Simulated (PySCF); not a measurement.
# YOCl: the energy surface near the minimum

How stiff is YOCl (singlet) against rigid distortions? The scans start from its PBE0 minimum.

Computed with PySCF 2.14.0. Level: PBE0, basis Y def2-TZVP with ECP28, O def2-TZVP, Cl def2-TZVP, scalar-relativistic core potentials, no spin–orbit coupling, density fitting.

## Step 1: The starting structure

3 atoms, charge 0, spin multiplicity 1.

Bond lengths: Y1–O2 1.797 Å, Y1–Cl3 2.503 Å. Angles: O2–Y1–Cl3 118.0°.

```xyz
3
charge 0 multiplicity 1
Y     0.0000    0.0000    0.0000
O    -1.5588    0.0000    0.8933
Cl    2.1196    0.0000    1.3315
```

## Step 2: Breathing scan

One driver script runs all scans and calls PySCF for each point, on a (75, 302) grid.

Launch:

```
OMP_NUM_THREADS=2 python axn.py task.json out
```

A rigid scan with PBE0: all bonds to the central atom are scaled together. Each point starts from its neighbour's orbitals, and energies count from the minimum.

| scale of all bonds to the centre | energy (kJ/mol) | dipole size (D) |
| --- | --- | --- |
| 0.88 | 196.4 | 6.07 |
| 0.92 | 77.8 | 6.57 |
| 0.96 | 17.3 | 7.05 |
| 1.00 | 0.0 | 7.50 |
| 1.04 | 14.0 | 7.92 |
| 1.08 | 50.5 | 8.32 |
| 1.14 | 132.5 | 8.86 |
| 1.22 | 269.0 | 9.49 |
| 1.35 | 505.9 | 10.35 |

The scan took 8.7 s on 2 threads of Arm Neoverse V2, shared host.

## Step 3: Stretching one bond

A rigid scan with PBE0: the bond from Y to the last atom (Cl) is scaled and the rest held.

| scale of one bond | energy (kJ/mol) | dipole size (D) |
| --- | --- | --- |
| 0.92 | 25.3 | 7.15 |
| 0.96 | 5.5 | 7.30 |
| 1.00 | 0.0 | 7.50 |
| 1.05 | 6.5 | 7.79 |
| 1.12 | 30.5 | 8.28 |
| 1.20 | 67.8 | 8.92 |
| 1.35 | 143.1 | 10.26 |
| 1.55 | 231.1 | 12.07 |
| 1.80 | 312.0 | 13.84 |
| 2.20 | 388.0 | 15.58 |

The scan took 9.6 s.

A restricted determinant lies too high at long bonds, where the pair should uncouple.

## Step 4: Bending curve

A rigid scan with PBE0: the O–Y–Cl angle changes, with bonds held.

| bond angle (°) | energy (kJ/mol) | dipole size (D) |
| --- | --- | --- |
| 80 | 73.4 | 9.87 |
| 90 | 35.4 | 9.36 |
| 100 | 13.4 | 8.79 |
| 110 | 2.4 | 8.12 |
| 120 | 0.1 | 7.34 |
| 130 | 4.2 | 6.43 |
| 140 | 12.7 | 5.38 |
| 150 | 23.6 | 4.20 |
| 160 | 34.4 | 2.90 |
| 170 | 42.3 | 1.52 |
| 180 | 45.2 | 0.41 |

The scan took 10 s.

## Step 5: Results

| quantity | value |
| --- | --- |
| all bonds 4 % longer | 14.0 kJ/mol |
| one bond 20 % longer | 67.8 kJ/mol |
| linear shape, bonds held | 45.2 kJ/mol |

What this shows: The well is lopsided, 17.3 kJ/mol for 4 % shorter bonds against 14.0 for 4 % longer ones. Held rigid otherwise, the linear shape costs 45 kJ/mol. Whether spin polarisation would lower the closed shell was not checked.
